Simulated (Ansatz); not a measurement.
# ZrCoF6: the cost of one run

Method: DFT PBEsol+U (U_eff = 4 eV on Co d), plane waves, PAW, in Ansatz 0.2.0.

### 1 The system as given

The structure is cubic, space group Fm-3m (No. 225). The conventional cell has a = 7.989 Å, b = 7.989 Å, c = 7.989 Å, α = 90.00°, β = 90.00°, γ = 90.00°. Zr (site symmetry m-3m) has 6 F at 1.98 Å as nearest neighbours. Around Co (site symmetry m-3m) lie 6 F at 2.01 Å. F (site symmetry 4mm) is surrounded by 1 Zr at 1.98 Å and 1 Co at 2.01 Å.

Structure file:

```
CELL_PARAMETERS angstrom
0.00000 3.99450 3.99450
3.99450 0.00000 3.99450
3.99450 3.99450 0.00000
ATOMIC_POSITIONS crystal
Zr 0.50000 0.50000 0.50000
Co 0.00000 0.00000 0.00000
F 0.74800 0.25200 0.25200
F 0.25200 0.74800 0.25200
F 0.25200 0.74800 0.74800
F 0.74800 0.25200 0.74800
F 0.25200 0.25200 0.74800
F 0.74800 0.74800 0.25200
```

### 2 Ferromagnetic start, free, symmetry kept, no search

Contents of input.yaml:

```yaml
crystal:
  lattice:
    - [0.0, 3.99449973, 3.99449973]
    - [3.99449973, 0.0, 3.99449973]
    - [3.99449973, 3.99449973, 0.0]
  atoms:
    - { symbol: Zr, position: [0.5, 0.5, 0.5] }
    - { symbol: Co, position: [0.0, 0.0, 0.0], spin: 3.0 }
    - { symbol: F, position: [0.748, 0.252, 0.252] }
    - { symbol: F, position: [0.252, 0.748, 0.252] }
    - { symbol: F, position: [0.252, 0.748, 0.748] }
    - { symbol: F, position: [0.748, 0.252, 0.748] }
    - { symbol: F, position: [0.252, 0.252, 0.748] }
    - { symbol: F, position: [0.748, 0.748, 0.252] }
basis:
  ecutwfc: 420
  ecutrho_ratio: 4
kpoints:
  mp_grid: { grid: [4, 4, 4] }
hamiltonian:
  xc: pbesol
  hubbard: { sites: [{ site: 1, l: d, u_eff: 4.0 }] }
scf:
  occupations: { method: gaussian, width: 0.05 }
  lower_state_search: "off"
  max_iter: 150
output:
  forces: true
  stress: true
  eigenvalues: true
  populations: true
  hubbard: { sites: [{ site: 1, l: d }] }
magnetization:
  spin_polarized: true
```

Started as:

```bash
ansatz run input.yaml --threads 4 --pin off --max-ram 6144MiB --backend cpu --events-out ev --progress --plain --runs-dir out
```

What time and memory should one allow on 4 threads of Intel Xeon at 2.70GHz, shared host?

About 3.5 s, with a peak of 0.58 GiB.
